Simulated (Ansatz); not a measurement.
I need a geometry optimisation of CH₈O₂Si₂, SMILES C[Si](O)(O)[SiH3]. Use the Ansatz DFT code, driven from Python. Settings: CAM-B3LYP, cc-pVDZ basis, multiplicity 1.

Input file `ch8o2si2.xyz`:
```text
13

C    -1.39550    0.74380    0.43150
Si    0.38180    0.48480    0.27030
O     1.08160    0.40220    1.74920
O     1.21010    1.70440   -0.59670
Si    0.62720   -1.59080   -0.88100
H    -1.63920    1.74940    0.93510
H    -1.90610   -0.00650    0.99180
H    -1.88010    0.86060   -0.57160
H     0.78110   -0.24290    2.43060
H     0.81480    1.87030   -1.46730
H    -0.03900   -1.47440   -2.17490
H    -0.02920   -2.63620   -0.04820
H     2.01300   -1.89950   -1.05390
```

`opt.py`
```python
"""Relax the CH8O2Si2 molecule."""

import itertools

import ansatz as az
from ase.data import atomic_numbers, covalent_radii
import numpy as np

SETTINGS = {
    "basis_set": "cc-pVDZ",
    "functional": "CAM-B3LYP",
}


def main() -> None:
    system = az.Crystal.molecule_from_extxyz("ch8o2si2.xyz")

    job = (
        system.calculation()
        .basis(gaussian=SETTINGS["basis_set"])
        .functional(SETTINGS["functional"])
    )
    symbols = [site.symbol for site in system.cartesian_sites]
    start = np.array([site.position_ang for site in system.cartesian_sites], dtype=float)
    rep = job.relax(force_tolerance=0.02).run(threads=1).report
    end = np.array(rep["positions_ang"])

    print(f"E = {rep['free_energy_ev']:.6f} eV = {rep['free_energy_ev'] / 27.211386246:.7f} Ha")
    print("converged:", rep["converged"], " doubts:", rep["published_state_doubts"] or "none")

    # pairs closer than 1.2 times the sum of covalent radii, before or after
    radius = [covalent_radii[atomic_numbers[s]] for s in symbols]
    span = lambda where, i, j: np.linalg.norm(where[i] - where[j])
    bonded = [(i, j) for i, j in itertools.combinations(range(len(symbols)), 2) if min(span(start, i, j), span(end, i, j)) < 1.2 * (radius[i] + radius[j])]
    print("pair        before    after (A)")
    for i, j in bonded:
        print(f"{symbols[i]}{i}-{symbols[j]}{j}".ljust(10), f"{span(start, i, j):8.4f} {span(end, i, j):8.4f}")
    for first, second in list(itertools.combinations(bonded, 2)):
        shared = set(first) & set(second)
        if shared and symbols[(j := shared.pop())] != "H":
            i, k = sorted((set(first) | set(second)) - {j})
            u, v = end[i] - end[j], end[k] - end[j]
            angle = np.degrees(np.arccos(np.clip(u @ v / np.linalg.norm(u) / np.linalg.norm(v), -1, 1)))
            print(f"final angle {symbols[i]}{i}-{symbols[j]}{j}-{symbols[k]}{k}: {angle:.2f} deg")

    charges = rep["charge_distribution"]
    dipole = np.array(charges["dipole_moment_e_ang"]) * 4.803205
    print("dipole (D): {:.3f} {:.3f} {:.3f}, length {:.3f}".format(*dipole, np.linalg.norm(dipole)))
    print("atom  Mulliken   Lowdin")
    for symbol, m, l in zip(symbols, charges["mulliken_charges_e"], charges["lowdin_charges_e"]):
        print(f"{symbol:4s} {m:9.3f} {l:8.3f}")
    with open("ch8o2si2_opt.xyz", "w") as handle:
        handle.write(f"{len(symbols)}\nrelaxed CH8O2Si2\n")
        handle.writelines(f"{s:2s} {x:11.6f} {y:11.6f} {z:11.6f}\n" for s, (x, y, z) in zip(symbols, end))


if __name__ == "__main__":
    main()
```

Running `python opt.py` prints:
```text
E = -21017.330264 eV = -772.3726411 Ha
converged: True  doubts: none
pair        before    after (A)
C0-Si1       1.8033   1.8662
C0-H5        1.1508   1.1020
C0-H6        1.0666   1.1007
C0-H7        1.1201   1.1004
Si1-O2       1.6382   1.6856
Si1-O3       1.7103   1.6851
Si1-Si4      2.3862   2.3461
O2-H8        0.9853   0.9655
O3-H9        0.9704   0.9664
Si4-H10      1.4600   1.4945
Si4-H11      1.4891   1.4961
Si4-H12      1.4303   1.4961
final angle Si1-C0-H5: 110.57 deg
final angle Si1-C0-H6: 110.50 deg
final angle Si1-C0-H7: 111.11 deg
final angle C0-Si1-O2: 104.22 deg
final angle C0-Si1-O3: 112.16 deg
final angle C0-Si1-Si4: 115.11 deg
final angle H5-C0-H6: 107.72 deg
final angle H5-C0-H7: 108.45 deg
final angle H6-C0-H7: 108.39 deg
final angle O2-Si1-O3: 111.10 deg
final angle O2-Si1-Si4: 111.26 deg
final angle Si1-O2-H8: 115.00 deg
final angle O3-Si1-Si4: 103.20 deg
final angle Si1-O3-H9: 115.54 deg
final angle Si1-Si4-H10: 111.65 deg
final angle Si1-Si4-H11: 110.36 deg
final angle Si1-Si4-H12: 110.21 deg
final angle H10-Si4-H11: 108.19 deg
final angle H10-Si4-H12: 108.51 deg
final angle H11-Si4-H12: 107.81 deg
dipole (D): -0.086 1.041 0.442, length 1.135
atom  Mulliken   Lowdin
C       -0.209   -0.091
Si       0.516   -0.181
O       -0.348    0.136
O       -0.355    0.131
Si       0.106    0.148
H        0.048    0.028
H        0.052    0.030
H        0.048    0.027
H        0.169   -0.037
H        0.165   -0.036
H       -0.060   -0.051
H       -0.066   -0.054
H       -0.064   -0.051
```

`ch8o2si2_opt.xyz`, as written:
```text
13
relaxed CH8O2Si2
C    -1.574793    0.853260    0.339134
Si    0.217579    0.356527    0.186764
O     0.788917    0.376154    1.772501
O     1.091195    1.419680   -0.785858
Si    0.590953   -1.726316   -0.826441
H    -1.665019    1.825057    0.850934
H    -2.131779    0.110329    0.930272
H    -2.048828    0.935568   -0.650510
H     1.695472    0.062975    1.883562
H     1.018425    2.354390   -0.551270
H     0.099945   -1.748857   -2.237827
H    -0.113987   -2.807167   -0.069478
H     2.052419   -2.046398   -0.826882
```

Total energies depend on the basis set; only differences at equal settings carry meaning. The end point is the stationary point reached from this start; no frequency run checks that it is a minimum, and the basis set is modest. The Löwdin charges here are taken after orthogonalising the functions within each atom; they differ from plain Löwdin charges, and their signs can be unphysical. Hardware and time: 2.9 min on 1 thread of Arm Neoverse V1 (shared host), peak memory 0.42 GiB.
